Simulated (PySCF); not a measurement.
# C3H8OSi: the cost of one run

Computed with PySCF 2.14.0. Level: levels as typed in each script, gas phase, geometry from GFN2-xTB.

## (1) Where the work starts

SMILES `[CH2+][CH]CO[SiH3]`, 13 atoms, charge 1, spin multiplicity 2.

Bond lengths: C1–C2 1.341 Å, C1–H6 1.078 Å, C1–H7 1.077 Å, C2–C3 1.484 Å, C2–H8 1.082 Å, C3–O4 1.369 Å, C3–H9 1.107 Å, C3–H10 1.107 Å, O4–Si5 1.620 Å, Si5–H11 1.477 Å, Si5–H12 1.456 Å, Si5–H13 1.476 Å. Angles: C2–C1–H6 122.1°, C2–C1–H7 121.2°, H6–C1–H7 116.7°, C1–C2–C3 123.2°, C1–C2–H8 121.1°, C3–C2–H8 115.7°, C2–C3–O4 113.3°, C2–C3–H9 109.7°, C2–C3–H10 109.6°, O4–C3–H9 110.0°, O4–C3–H10 110.1°, H9–C3–H10 103.6°, C3–O4–Si5 146.3°, O4–Si5–H11 100.0°, O4–Si5–H12 113.8°, O4–Si5–H13 100.0°, H11–Si5–H12 116.7°, H11–Si5–H13 106.6° and more.

Geometry (Å):

```
C    -3.0628   -0.0189   -0.0099
C    -1.7939    0.4139    0.0092
C    -0.6230   -0.4983    0.0113
O     0.5773    0.1603   -0.0070
Si    2.1918    0.0212   -0.0008
H    -3.3106   -1.0684   -0.0301
H    -3.8879    0.6730   -0.0057
H    -1.5646    1.4713    0.0242
H    -0.6889   -1.1905   -0.8497
H    -0.6763   -1.1693    0.8899
H     2.5195    0.7759   -1.2278
H     2.6629   -1.3553    0.0666
H     2.5203    0.9037    1.1362
```

## (2) Density, bond paths and surface potential (TPSS/def2-tzvp)

The input, input.py:

```python
import numpy as np
from pyscf import gto, scf, dft
from pyscf.scf import atom_ks, atom_hf
from scipy.linalg import block_diag

def solve(mol, dm0=None, hcore=None):
    mf = (dft.UKS if mol.spin else dft.RKS)(mol, xc='tpss')
    mf.grids.level = 3
    mf = mf.density_fit(auxbasis='def2-universal-jkfit')
    mf.conv_tol, mf.max_cycle = 1e-8, 80
    if hcore is not None:
        mf.get_hcore = lambda *args: hcore
    mf.kernel(dm0)
    if not mf.converged:
        mf = mf.newton().run(mf.mo_coeff, mf.mo_occ, max_cycle=30)
    assert mf.converged, 'SCF not converged'
    return mf

mol = gto.M(atom='''
C     -3.06278    -0.01891    -0.00993
C     -1.79387     0.41390     0.00923
C     -0.62299    -0.49830     0.01126
O      0.57732     0.16026    -0.00701
Si     2.19178     0.02124    -0.00077
H     -3.31058    -1.06836    -0.03007
H     -3.88788     0.67298    -0.00573
H     -1.56464     1.47130     0.02419
H     -0.68895    -1.19052    -0.84974
H     -0.67626    -1.16926     0.88993
H      2.51951     0.77592    -1.22782
H      2.66290    -1.35526     0.06657
H      2.52028     0.90373     1.13619
''', basis='def2-tzvp', charge=1, spin=1, verbose=4)
mf = solve(mol)
mf.analyze()
# spherically averaged free atoms, for the promolecule
atm = atom_ks.get_atm_nrks(mol, xc='tpss')
pro = block_diag(*[(atm[a[0]][2] * atm[a[0]][3]) @ atm[a[0]][2].T for a in mol._atom])
np.savez('result.npz', e=mf.e_tot, c=mf.mo_coeff, occ=mf.mo_occ, eps=mf.mo_energy, pro=pro, dip=mf.dip_moment(verbose=0), s2=mf.spin_square()[0])
```

Launch:

```sh
$ OMP_NUM_THREADS=1 python input.py
```

What time and memory should one allow on 1 thread of AMD EPYC 7R43 (Zen 3), shared host?

About 2.4 min, with a peak of 0.96 GiB.
